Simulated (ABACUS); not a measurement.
Runs of ABACUS 3.10.1 on NiMoIrPdW. Symmetry: I4mm, No. 107, tetragonal system. Conventional cell: a = 2.740 Å, b = 2.740 Å, c = 19.433 Å, α = 90.00°, β = 90.00°, γ = 90.00°. Ir (site symmetry 4mm) has 4 W at 2.69 Å and 4 Ir at 2.74 Å and 4 Pd at 2.83 Å as nearest neighbours. W (site symmetry 4mm) has 4 Ir at 2.69 Å and 4 W at 2.74 Å and 4 Mo at 2.94 Å as nearest neighbours. Pd (site symmetry 4mm) is surrounded by 4 Ni at 2.67 Å and 4 Pd at 2.74 Å and 4 Ir at 2.83 Å. Around Mo (site symmetry 4mm) lie 4 Ni at 2.60 Å and 4 Mo at 2.74 Å and 4 W at 2.94 Å. Ni (site symmetry 4mm) is surrounded by 4 Mo at 2.60 Å and 4 Pd at 2.67 Å and 4 Ni at 2.74 Å. The cell was built by a generator and needn't be a form met in nature.

| task | potentials or basis | fixed moment (μB) | cell | k mesh | smearing | symmetry key | path | points for each segment of the path | max steps of the relaxation | force threshold | mesh quality | pressure (GPa) | moment (μB) | largest force (eV/Å) |
| --- | --- | --- | --- | --- | --- | --- | --- | --- | --- | --- | --- | --- | --- | --- |
| single point | PseudoDojo NC SR 0.4.1 PBE standard, DZP LCAO (the cutoffs set its grid) | 3.0 | as given | 9 × 9 × 9 | fermi-dirac 0.05 eV | 1 | - | - | - | - | coarse | 3.7 | 3.00 | (a) |
| single point | PseudoDojo NC SR 0.4.1 PBE standard, DZP LCAO (the cutoffs set its grid) | 2.0 | as given | 9 × 9 × 9 | fermi-dirac 0.05 eV | 1 | - | - | - | - | coarse | 2.0 | 2.00 | 0.41 |
| single point | PseudoDojo NC SR 0.4.1 PBE standard, DZP LCAO (the cutoffs set its grid) | 1.0 | as given | 9 × 9 × 9 | fermi-dirac 0.05 eV | 1 | - | - | - | - | coarse | 1.0 | 1.00 | 0.17 |
| single point | PseudoDojo NC SR 0.4.1 PBE standard, DZP LCAO (the cutoffs set its grid) | - | as given | 9 × 9 × 9 | fermi-dirac 0.05 eV | 1 | - | - | - | - | coarse | (b) | 0.00 | 0.08 |
| relaxation of cell and atoms | PseudoDojo NC SR 0.4.1 PBE standard, DZP LCAO (the cutoffs set its grid) | - | relaxed | 9 × 9 × 9 | fermi-dirac 0.1 eV | 1 | - | - | 60 | 0.005 eV/Å | coarse | -0.1 | 0.00 | - |
| single point | PseudoDojo NC SR 0.4.1 PBE standard, DZP LCAO (the cutoffs set its grid) | 0.5 | as given | 9 × 9 × 9 | fermi-dirac 0.05 eV | 1 | - | - | - | - | coarse | 0.8 | 0.50 | 0.08 |

Alike in all rows: level PBE; spin collinear, ferromagnetic start; cutoff (eV) 1361.

Estimate the missing entries.

(a) 0.57; (b) 0.7.

Caveats: all runs use coarse meshes; the atomic orbitals were generated for these runs and aren't a published set; this set's palladium file may shift the pressure by some GPa; the basis of atomic orbitals isn't converged, which shifts pressures, moduli and gaps; the total moment is fixed, so each spin has its own Fermi level (some runs); the moment is held away from its start (some runs).
